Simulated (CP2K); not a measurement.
# GaF (Pm-3m) in CP2K: further runs

Aim: see how the results for GaF move with the level of theory and the settings. Levels: PBE, r2SCAN. Tasks: band structure.

Program: CP2K 2026.2. These are calculated values, not measurements. Logs are shortened: lines on timing, memory, paths and dates and some standing lists are left out, and cuts for length are marked.

## (1) The crystal as given

It takes space group Pm-3m (No. 221, cubic). Conventional cell: a = 3.166 Å, b = 3.166 Å, c = 3.166 Å, α = 90.00°, β = 90.00°, γ = 90.00°. Ga (site symmetry m-3m) is surrounded by 8 F at 2.74 Å. F (site symmetry m-3m) has 8 Ga at 2.74 Å as nearest neighbours.

The cell was built by a generator and needn't be a form met in nature.

## (2) Band structure, PBE

The input, gaf_bands.inp:

```
&GLOBAL
  PROJECT gaf_bands
  RUN_TYPE ENERGY_FORCE
  PRINT_LEVEL LOW
&END GLOBAL
&FORCE_EVAL
  METHOD QS
  STRESS_TENSOR ANALYTICAL
  &DFT
    BASIS_SET_FILE_NAME BASIS_MOLOPT
    POTENTIAL_FILE_NAME GTH_POTENTIALS
    &MGRID
      CUTOFF 800
      REL_CUTOFF 60
      NGRIDS 4
    &END MGRID
    &QS
      METHOD GPW
      EPS_DEFAULT 1.0E-9
    &END QS
    &KPOINTS
      SCHEME MONKHORST-PACK 8 8 8
      GAMMA_CENTERED T
      SYMMETRY T
      SYMMETRY_BACKEND SPGLIB
    &END KPOINTS
    &SCF
      SCF_GUESS ATOMIC
      EPS_SCF 1.0E-6
      MAX_SCF 100
      ADDED_MOS 10
      CHOLESKY OFF
      EPS_EIGVAL 1.0E-7
      &DIAGONALIZATION ON
        ALGORITHM STANDARD
      &END DIAGONALIZATION
      &MIXING ON
        METHOD BROYDEN_MIXING
        ALPHA 0.4
        BETA 1.5
        NBUFFER 8
      &END MIXING
      &SMEAR ON
        METHOD FERMI_DIRAC
        ELECTRONIC_TEMPERATURE [K] 580.226
      &END SMEAR
    &END SCF
    &XC
      &XC_FUNCTIONAL PBE
      &END XC_FUNCTIONAL
    &END XC
    &PRINT
      &KPOINTS ON
      &END KPOINTS
      &MULLIKEN ON
      &END MULLIKEN
      &MO ON
        ENERGIES T
        OCCUPATION_NUMBERS T
        &EACH
          QS_SCF 0
        &END EACH
        ADD_LAST NUMERIC
      &END MO
      &BAND_STRUCTURE
        FILE_NAME bands.bs
        ADDED_MOS 4
        &KPOINT_SET
          UNITS B_VECTOR
          NPOINTS 10
          SPECIAL_POINT GAMMA 0.00000000 0.00000000 0.00000000
          SPECIAL_POINT X 0.00000000 0.50000000 0.00000000
          SPECIAL_POINT M 0.50000000 0.50000000 0.00000000
          SPECIAL_POINT GAMMA 0.00000000 0.00000000 0.00000000
          SPECIAL_POINT R 0.50000000 0.50000000 0.50000000
          SPECIAL_POINT X 0.00000000 0.50000000 0.00000000
        &END KPOINT_SET
        &KPOINT_SET
          UNITS B_VECTOR
          NPOINTS 10
          SPECIAL_POINT M 0.50000000 0.50000000 0.00000000
          SPECIAL_POINT R 0.50000000 0.50000000 0.50000000
        &END KPOINT_SET
      &END BAND_STRUCTURE
    &END PRINT
  &END DFT
  &SUBSYS
    &CELL
      A 3.1659200000 0.0000000000 0.0000000000
      B 0.0000000000 3.1659200000 0.0000000000
      C 0.0000000000 0.0000000000 3.1659200000
      PERIODIC XYZ
    &END CELL
    &COORD
      SCALED
      Ga  0.0000000000 0.0000000000 0.0000000000
      F   0.5000000000 0.5000000000 0.5000000000
    &END COORD
    &KIND Ga
      BASIS_SET DZVP-MOLOPT-SR-GTH-q13
      POTENTIAL GTH-PBE-q13
    &END KIND
    &KIND F
      BASIS_SET DZVP-MOLOPT-SR-GTH-q7
      POTENTIAL GTH-PBE-q7
    &END KIND
    &PRINT
      &ATOMIC_COORDINATES ON
      &END ATOMIC_COORDINATES
      &CELL ON
      &END CELL
    &END PRINT
  &END SUBSYS
  &PRINT
    &FORCES ON
    &END FORCES
    &STRESS_TENSOR ON
    &END STRESS_TENSOR
  &END PRINT
&END FORCE_EVAL
```

Potentials or basis: GTH_POTENTIALS Ga GTH-PBE-q13, F GTH-PBE-q7; DZVP-MOLOPT-SR-GTH basis.

Started as:

```bash
$ OMP_NUM_THREADS=1 cp2k.psmp -i gaf_bands.inp -o gaf_bands.out
```

gaf_bands.out:

```text

 CP2K| version string:                                       CP2K version 2026.2
 CP2K| Input file name                                             gaf_bands.inp

 GLOBAL| Force Environment number                                              1
 GLOBAL| Basis set file name                                        BASIS_MOLOPT
 GLOBAL| Potential file name                                      GTH_POTENTIALS
 GLOBAL| MM Potential file name                                     MM_POTENTIAL
 GLOBAL| Coordinate file name                                      __STD_INPUT__
 GLOBAL| Method name                                                        CP2K
 GLOBAL| Project name                                                  gaf_bands
 GLOBAL| Run type                                                   ENERGY_FORCE
 GLOBAL| FFT library                                                       FFTW3
[... 5 lines left out ...]
 GLOBAL| Global print level                                                  LOW
 GLOBAL| Total number of message passing processes                             1
 GLOBAL| Number of threads for this process                                    1
 GLOBAL| CPU model name                                                  UNKNOWN

 CELL| Volume [angstrom^3]:                                            31.732173
 CELL| Vector a [angstrom]:       3.166     0.000     0.000   |a| =     3.165920
 CELL| Vector b [angstrom]:       0.000     3.166     0.000   |b| =     3.165920
 CELL| Vector c [angstrom]:       0.000     0.000     3.166   |c| =     3.165920
 CELL| Angle (b,c), alpha [degree]:                                    90.000000
 CELL| Angle (a,c), beta  [degree]:                                    90.000000
 CELL| Angle (a,b), gamma [degree]:                                    90.000000
 CELL| Numerically orthorhombic:                                             YES
 CELL| Periodicity                                                           XYZ

 CELL_REF| Volume [angstrom^3]:                                        31.732173
 CELL_REF| Vector a [angstrom     3.166     0.000     0.000   |a| =     3.165920
 CELL_REF| Vector b [angstrom     0.000     3.166     0.000   |b| =     3.165920
 CELL_REF| Vector c [angstrom     0.000     0.000     3.166   |c| =     3.165920
 CELL_REF| Angle (b,c), alpha [degree]:                                90.000000
 CELL_REF| Angle (a,c), beta  [degree]:                                90.000000
 CELL_REF| Angle (a,b), gamma [degree]:                                90.000000
 CELL_REF| Numerically orthorhombic:                                         YES
 CELL_REF| Periodicity                                                       XYZ

[... 8 lines left out ...]
 TOTAL NUMBERS AND MAXIMUM NUMBERS

  Total number of            - Atomic kinds:                                   2
                             - Atoms:                                          2
                             - Shell sets:                                     2
                             - Shells:                                        12
                             - Primitive Cartesian functions:                 11
                             - Cartesian basis functions:                     44
                             - Spherical basis functions:                     38

  Maximum angular momentum of- Orbital basis functions:                        3
                             - Local part of the GTH pseudopotential:          2
                             - Non-local part of the GTH pseudopotential:      4

 MODULE QUICKSTEP: ATOMIC COORDINATES IN ANGSTROM

   Atom Kind Element         X             Y             Z       Z(eff)     Mass
      1    1 Ga   31      0.000000      0.000000      0.000000  13.0000  69.7230
      2    2 F     9      1.582960      1.582960      1.582960   7.0000  18.9984

 SCF PARAMETERS         Density guess:                                    ATOMIC
                        --------------------------------------------------------
                        max_scf:                                             100
                        max_scf_history:                                       0
                        max_diis:                                              4
[... 5 lines left out ...]
                        --------------------------------------------------------
                        level_shift [a.u.]:                             0.000000
                        added MOs                                        10    0
                        --------------------------------------------------------
                        Mixing method:                            BROYDEN_MIXING
                                                charge density mixing in g-space
                        --------------------------------------------------------
                        Smear method:                                FERMI_DIRAC
[... 17 lines left out ...]
 BRILLOUIN| List of Kpoints [2 Pi/Bohr]                                       35
 BRILLOUIN| Number           Weight            X              Y              Z
 BRILLOUIN|     1           0.01562       -0.37500       -0.37500       -0.37500
 BRILLOUIN|     2           0.04688       -0.37500       -0.37500       -0.25000
 BRILLOUIN|     3           0.04688       -0.37500       -0.37500       -0.12500
 BRILLOUIN|     4           0.02344       -0.37500       -0.37500        0.00000
 BRILLOUIN|     5           0.02344       -0.37500       -0.37500        0.50000
 BRILLOUIN|     6           0.04688       -0.37500       -0.25000       -0.25000
[... 27 lines left out ...]
 BRILLOUIN|    34           0.00586        0.00000        0.50000        0.50000
 BRILLOUIN|    35           0.00195        0.50000        0.50000        0.50000
 *******************************************************************************

 Extrapolation method: initial_guess

 Number of electrons:                                                         20
 Number of occupied orbitals:                                                 10
 Number of molecular orbitals:                                                20

 Number of orbital functions:                                                 38
 Number of independent orbital functions:                                     38

 SCF WAVEFUNCTION OPTIMIZATION

  Step     Update method      Time    Convergence         Total energy    Change
  ------------------------------------------------------------------------------
     1 NoMix/Diag. 0.40E+00    1.3     0.30668804       -98.7895846334 -9.88E+01
     2 Broy./Diag. 0.40E+00    1.2     0.07933250       -97.2240280206  1.57E+00
     3 Broy./Diag. 0.40E+00    1.2     0.08115670       -98.5328731661 -1.31E+00
     4 Broy./Diag. 0.40E+00    1.2     0.06959109       -98.8299931377 -2.97E-01
     5 Broy./Diag. 0.40E+00    1.2     0.05204870       -98.6762138948  1.54E-01
     6 Broy./Diag. 0.40E+00    1.2     0.00700996       -98.9250440333 -2.49E-01
     7 Broy./Diag. 0.40E+00    1.2     0.01384075       -98.8108334755  1.14E-01
     8 Broy./Diag. 0.40E+00    1.2     0.00508022       -98.8730708345 -6.22E-02
     9 Broy./Diag. 0.40E+00    1.2     0.00052335       -98.8451710722  2.79E-02
    10 Broy./Diag. 0.40E+00    1.2     0.00023464       -98.8496419995 -4.47E-03
    11 Broy./Diag. 0.40E+00    1.2     0.00004685       -98.8498773500 -2.35E-04
    12 Broy./Diag. 0.40E+00    1.2     0.00005233       -98.8503920218 -5.15E-04
    13 Broy./Diag. 0.40E+00    1.2     0.00000066       -98.8502714064  1.21E-04

  *** SCF run converged in    13 steps ***

  Electronic density on regular grids:        -19.9999999839        0.0000000161
  Core density on regular grids:               19.9999999889       -0.0000000111
  Total charge density on r-space grids:        0.0000000050
  Total charge density g-space grids:           0.0000000050

  Overlap energy of the core charge distribution:               0.00000000000000
  Self energy of the core charge distribution:               -161.60635070151673
  Core Hamiltonian energy:                                     47.23848362561156
  Hartree energy:                                              30.33137484798428
  Exchange-correlation energy:                                -14.81377593860857
  Electronic entropic energy:                                  -0.00000323971043
  Fermi energy:                                                 0.12314904304955

  Total energy:                                               -98.85027140635003
  Total energy (extrapolated to T->0):                        -98.85026978649482

 MO| EIGENVALUES AND OCCUPATION NUMBERS FOR K POINT 1
 MO|
 MO|  Index      Eigenvalue [a.u.]        Eigenvalue [eV]             Occupation
 MO|      1              -0.686879             -18.690937               2.000000
 MO|      2              -0.405191             -11.025815               2.000000
 MO|      3              -0.405191             -11.025815               2.000000
 MO|      4              -0.404604             -11.009836               2.000000
 MO|      5              -0.401476             -10.924725               2.000000
 MO|      6              -0.401476             -10.924725               2.000000
[... 354 lines left out ...]
 MO|     19               0.967139              26.317191               0.000000
 MO|     20               1.143734              31.122588               0.000000
 MO| Sum:                                                              20.000000
 MO| E(Fermi):            0.123149 a.u.          3.351056 eV
 MO| Band gap:            0.184961 a.u.          5.033042 eV

 [... the levels of further k-points ...]

 !-----------------------------------------------------------------------------!
                     Mulliken Population Analysis

 #  Atom  Element  Kind  Atomic population                           Net charge
       1     Ga       1         12.506005                              0.493995
       2     F        2          7.493995                             -0.493995
 # Total charge                             20.000000                  0.000000

 !-----------------------------------------------------------------------------!

 KPOINTS| Band Structure Calculation
 KPOINTS| Number of k-point sets                                               2
 KPOINTS| Number of added MOs/bands                                            4
 KPOINTS| Number of k-points in set    1                                      51
 KPOINTS| In units of b-vector [2pi/Bohr]
 KPOINTS| Special point     1       GAMMA     0.000000     0.000000     0.000000
 KPOINTS| Special point     2           X     0.000000     0.500000     0.000000
 KPOINTS| Special point     3           M     0.500000     0.500000     0.000000
 KPOINTS| Special point     4       GAMMA     0.000000     0.000000     0.000000
 KPOINTS| Special point     5           R     0.500000     0.500000     0.500000
 KPOINTS| Special point     6           X     0.000000     0.500000     0.000000
 KPOINTS| Number of k-points in set    2                                      11
 KPOINTS| In units of b-vector [2pi/Bohr]
 KPOINTS| Special point     1           M     0.500000     0.500000     0.000000
 KPOINTS| Special point     2           R     0.500000     0.500000     0.500000

 ENERGY| Total FORCE_EVAL ( QS ) energy [hartree]            -98.850271042561843

 FORCES| Atomic forces [hartree/bohr]
 FORCES|   Atom     x               y               z               |f|
 FORCES|      1  1.50428010E-07  1.50429402E-07  1.50441428E-07   2.60557507E-07
 FORCES|      2 -6.99823379E-09 -6.99961883E-09 -7.01166806E-09   1.21298569E-08
 FORCES| Sum     1.43429776E-07  1.43429783E-07  1.43429760E-07
 FORCES| Total atomic force                                       2.48427654E-07

 STRESS| Analytical stress tensor [bar]
 STRESS|                        x                   y                   z
 STRESS|      x        2.26460626241E+03   7.26545287257E-02   7.26605153038E-02
 STRESS|      y        7.26545287257E-02   2.26460626241E+03   7.26611724692E-02
 STRESS|      z        7.26605153038E-02   7.26611724692E-02   2.26460626235E+03
 STRESS| 1/3 Trace                                             2.26460626239E+03
 STRESS| Determinant                                           1.16139007549E+10

 STRESS| Eigenvectors and eigenvalues of the analytical stress tensor [bar]
 STRESS|                        1                   2                   3
 STRESS| Eigenvalues   2.26453359941E+03   2.26453360790E+03   2.26475157987E+03
 STRESS|      x          -0.376228218649      0.724656040826      0.577343874988
 STRESS|      y          -0.439467172026     -0.688142895602      0.577345615679
 STRESS|      z           0.815672073939     -0.036509967495      0.577361316742
```

Wall time 19 s (1 thread of Arm Neoverse V2, shared host); peak memory 0.28 GiB.

What came out:

```
Free energy             : -2689.8527 eV
Pressure                : 0.2 GPa
Band gap on the k mesh  : 0.35 eV, indirect (least direct gap 1.12 eV)
Band gap along the path : 0.35 eV, indirect (least direct gap 1.12 eV)
Mulliken charges        : Ga +0.49; F -0.49 e
```

Levels at the corners of the path, in eV from the valence-band top:
```
point  band 7  band 8  band 9  band 10  band 11  band 12  band 13  band 14
    Γ   -6.06   -3.42   -3.42    -3.42     8.44     8.44     8.44    11.74
    X   -6.81   -3.14   -3.14    -0.77     0.35     8.66     8.66    14.77
    M   -4.84   -4.84   -3.05    -2.62     3.47     3.47    10.36    10.53
    Γ   -6.06   -3.42   -3.42    -3.42     8.44     8.44     8.44    11.74
    R   -3.97   -3.97   -3.97     0.00     2.37     2.37     2.37    12.78
    X   -6.81   -3.14   -3.14    -0.77     0.35     8.66     8.66    14.77
    M   -4.84   -4.84   -3.05    -2.62     3.47     3.47    10.36    10.53
    R   -3.97   -3.97   -3.97     0.00     2.37     2.37     2.37    12.78
```

Caveat: Mulliken charges move with the basis; the basis of atomic orbitals isn't converged, which shifts pressures, moduli and gaps.

## (3) Band structure, r2SCAN

gaf_bands.inp, as its differences from that of step 2:

```diff
@@ -12,3 +12,3 @@
     &MGRID
-      CUTOFF 800
+      CUTOFF 1150
       REL_CUTOFF 60
@@ -48,3 +48,7 @@
     &XC
-      &XC_FUNCTIONAL PBE
+      &XC_FUNCTIONAL
+        &MGGA_X_R2SCAN
+        &END MGGA_X_R2SCAN
+        &MGGA_C_R2SCAN
+        &END MGGA_C_R2SCAN
       &END XC_FUNCTIONAL
```

Potentials or basis: GTH_POTENTIALS Ga GTH-PBE-q13, F GTH-PBE-q7; DZVP-MOLOPT-SR-GTH basis.

Started as:

```bash
$ OMP_NUM_THREADS=1 cp2k.psmp -i gaf_bands.inp -o gaf_bands.out
```

Run time: 59 s. Hardware: 1 thread of Arm Neoverse V2, shared host; peak memory 0.42 GiB.

The run converged. Its results:

| Quantity | Value |
| --- | --- |
| Free energy | -2665.7945 eV |
| Pressure | -2.7 GPa |
| Band gap on the k mesh | 0.82 eV, indirect (least direct gap 1.47 eV) |
| Band gap along the path | 0.82 eV, indirect (least direct gap 1.47 eV) |
| Mulliken charges | Ga +0.57; F -0.57 e |

Levels at the corners of the path, in eV from the valence-band top:
| point | band 7 | band 8 | band 9 | band 10 | band 11 | band 12 | band 13 | band 14 |
| --- | --- | --- | --- | --- | --- | --- | --- | --- |
| Γ | -6.01 | -3.34 | -3.34 | -3.34 | 8.96 | 8.96 | 8.96 | 12.74 |
| X | -6.74 | -3.05 | -3.05 | -0.65 | 0.82 | 9.14 | 9.14 | 15.82 |
| M | -4.73 | -4.73 | -2.97 | -2.56 | 3.93 | 3.93 | 10.96 | 11.37 |
| Γ | -6.01 | -3.34 | -3.34 | -3.34 | 8.96 | 8.96 | 8.96 | 12.74 |
| R | -3.87 | -3.87 | -3.87 | 0.00 | 2.82 | 2.82 | 2.82 | 14.00 |
| X | -6.74 | -3.05 | -3.05 | -0.65 | 0.82 | 9.14 | 9.14 | 15.82 |
| M | -4.73 | -4.73 | -2.97 | -2.56 | 3.93 | 3.93 | 10.96 | 11.37 |
| R | -3.87 | -3.87 | -3.87 | 0.00 | 2.82 | 2.82 | 2.82 | 14.00 |

Caveat: Mulliken charges move with the basis; the potentials were made for another functional, which shifts forces and pressure; the basis of atomic orbitals isn't converged, which shifts pressures, moduli and gaps.
